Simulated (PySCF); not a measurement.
# C7H13B: the cost of one run

Computed with PySCF 2.14.0 and routines of our own; the level stands in each step. Atoms count from 0.

## Step 1: The system as given

21 atoms, charge 0, multiplicity 1; geometry from: GFN2-xTB.

## Step 2: Magnetic properties: GIAO PBE/pcSseg-1

The job: settings as JSON, then the geometry in Å.

```
{"job": {"kind": "mag", "xc": "PBE", "basis": "pcSseg-1", "isotopologues": 2}, "charge": 0, "multiplicity": 1}
B     -2.055526     0.025240     0.853436
C     -1.255400    -0.114103    -0.495223
C     -0.531581     1.171894    -0.943640
C      0.346901     1.729349     0.135338
C      1.402760     1.099443     0.624776
C      1.858583    -0.252824     0.164609
C      0.813050    -1.347014     0.410403
C     -0.337224    -1.341918    -0.594518
H     -2.478550     1.065071     1.178460
H     -2.302231    -0.921736     1.494138
H     -2.055884    -0.285688    -1.236126
H     -1.273551     1.920333    -1.225212
H      0.074906     0.950970    -1.828530
H      0.074500     2.699134     0.528117
H      1.982356     1.560172     1.413105
H      2.088066    -0.219758    -0.905385
H      2.777434    -0.519046     0.690381
H      1.312673    -2.318008     0.348852
H      0.410903    -1.238089     1.419931
H      0.079479    -1.408467    -1.604704
H     -0.940585    -2.238013    -0.428681
```

Level: GIAO PBE/pcSseg-1 magnetisability, rotational g tensor and spin-rotation constants, non-relativistic, gas phase.

On the command line:

```
> OMP_NUM_THREADS=1 python excited_run.py task.json out
```

One launch serves the whole session: the jobs run in the order shown.

**Question.** How long does this first job take on 1 thread of Arm Neoverse V1, shared host, and how much memory does it need?

About 57 s, with a peak of 0.72 GiB.
